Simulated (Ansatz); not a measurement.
# H₄OSiTe (SMILES O[SiH2][TeH]): single points off equilibrium

One table from this session's results is given with a row withheld; the runs are named, their logs left out.

The runs use Ansatz 0.2.0, Gaussian basis; single points in def2-TZVPP.

Correlated methods freeze the cores. Filled d shells of the heavier atoms are correlated. Core potentials replace the inner electrons past krypton, and spin-orbit coupling is left out.

### The system as given

SMILES `O[SiH2][TeH]`, 7 atoms, charge 0, spin multiplicity 1.

Atoms are counted from 1 here; the program's logs count them from 0.

Bond lengths: O1–Si2 1.651 Å, O1–H4 0.958 Å, Si2–Te3 2.531 Å, Si2–H5 1.507 Å, Si2–H6 1.502 Å, Te3–H7 1.657 Å. Angles: Si2–O1–H4 124.3°, O1–Si2–Te3 106.9°, O1–Si2–H5 106.5°, O1–Si2–H6 110.0°, Te3–Si2–H5 116.0°, Te3–Si2–H6 109.5°, H5–Si2–H6 107.9°, Si2–Te3–H7 91.4°.

Coordinates:

```xyz
7

O    -1.22850   -0.52560   -0.48950
Si   -0.11170    0.53140    0.11070
Te    1.55130   -0.83360    1.44360
H    -1.94930   -0.27710   -1.06920
H     0.44670    1.28020   -1.07180
H    -0.78030    1.52720    1.01430
H     1.99550   -1.68510    0.09360
```

Set-up of the first run:

The input, run/in.yaml:

```yaml
crystal:
  periodic: [false, false, false]
  atoms:
    - {symbol: O, position_ang: [-1.228500, -0.525600, -0.489500]}
    - {symbol: Si, position_ang: [-0.111700, 0.531400, 0.110700]}
    - {symbol: Te, position_ang: [1.551300, -0.833600, 1.443600]}
    - {symbol: H, position_ang: [-1.949300, -0.277100, -1.069200]}
    - {symbol: H, position_ang: [0.446700, 1.280200, -1.071800]}
    - {symbol: H, position_ang: [-0.780300, 1.527200, 1.014300]}
    - {symbol: H, position_ang: [1.995500, -1.685100, 0.093600]}
basis:
  gaussian: {orbitals: def2-TZVPP}
correlation: {method: ccsd_t}
output: {forces: true}
```

The command line of these runs was not kept.

Among the steps run: CCSD(T)/def2-TZVPP; PBE0-D4/def2-TZVPP; wB97M-V/def2-TZVPP; r2SCAN-D4/def2-TZVPP; PBE-D4/def2-TZVPP; HSE06-D4/def2-TZVPP; LC-wPBE/def2-TZVPP.

One table of the session follows, with a row left open; its other results are not shown here.

| method | RMS force component (eV/Å) | angle to CCSD(T) forces (°) | dipole (D) |
| --- | --- | --- | --- |
| CCSD(T) | 0.271 | reference | 1.48 |
| PBE0-D4 | 0.246 | 18.9 | 1.48 |
| wB97M-V | 0.274 | 10.5 | 1.55 |
| r2SCAN-D4 | ? | ? | ? |
| PBE-D4 | 0.269 | 47.1 | 1.36 |
| HSE06-D4 | 0.245 | 18.7 | 1.48 |
| LC-wPBE | 0.276 | 24.8 | 1.63 |

Q: Estimate the row for r2SCAN-D4 from the others.

As computed: RMS force component (eV/Å): 0.247; angle to CCSD(T) forces (°): 18.4; dipole (D): 1.48. In the column «RMS force component (eV/Å)» it lies between PBE0-D4 (0.246) and PBE-D4 (0.269).
